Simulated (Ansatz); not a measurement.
# GaTe3O2: the cost of one run

Computed with Ansatz 0.2.0 (DFT PBE, scalar-relativistic, plane waves, PAW, unless a step's input says otherwise).

**1. The starting structure**

The structure is tetragonal, space group P-4m2 (No. 115). Conventional cell: a = 4.009 Å, b = 4.009 Å, c = 8.833 Å, α = 90.00°, β = 90.00°, γ = 90.00°. Ga (site symmetry -4m2) is surrounded by 4 Te at 2.83 Å and 4 O at 3.11 Å. Te (site symmetry 2mm) has 5 O at 3.01 to 3.07 Å in its first shell of neighbours. Te (site symmetry -4m2) has 4 Ga at 2.83 Å in its first shell of neighbours. Around O (site symmetry 2mm) lie 7 Te at 3.01 to 3.11 Å and 2 Ga at 3.11 Å.

Structure file:

```
CELL_PARAMETERS angstrom
4.00926 0.00000 0.00000
0.00000 4.00926 0.00000
0.00000 0.00000 8.83277
ATOMIC_POSITIONS crystal
Ga 0.00000 0.00000 0.00000
Te 0.00000 0.50000 0.38350
Te 0.50000 0.00000 0.61650
Te 0.50000 0.50000 0.00000
O 0.00000 0.50000 0.73150
O 0.50000 0.00000 0.26850
```

Recipe of the guess: species swapped into a database cell of Ti2CuSb3 (P-4m2, No. 115), with O on the Ti sites, Ga on the Cu sites and Te on the Sb sites. The dimensions are guesses.

**2. Probe: one point on a coarse mesh**

input.yaml reads:

```yaml
crystal:
  lattice:
    - [4.00925652, 0.0, 0.0]
    - [0.0, 4.00925652, 0.0]
    - [0.0, 0.0, 8.83276854]
  atoms:
    - { symbol: Ga, position: [0.0, 0.0, 0.0] }
    - { symbol: Te, position: [0.0, 0.5, 0.38350001] }
    - { symbol: Te, position: [0.5, 0.0, 0.61649999] }
    - { symbol: Te, position: [0.5, 0.5, 0.0] }
    - { symbol: O, position: [0.0, 0.5, 0.73150003] }
    - { symbol: O, position: [0.5, 0.0, 0.26849997] }
basis:
  ecutwfc: 420
kpoints:
  mp_grid: { grid: [4, 4, 2] }
hamiltonian:
  xc: pbe
scf:
  occupations: { method: gaussian, width: 0.1 }
  lower_state_search: "off"
output:
  forces: true
  stress: true
  eigenvalues: true
```

Started as:

```bash
$ ansatz run input.yaml --threads 1 --pin off --max-ram 2560MiB --backend cpu --events-out ev --progress --plain --runs-dir out
```

What time and memory should one allow on 1 thread of Intel Xeon at 2.50GHz (Skylake/Cascade Lake), shared host?

About 12 s, with a peak of 0.39 GiB.
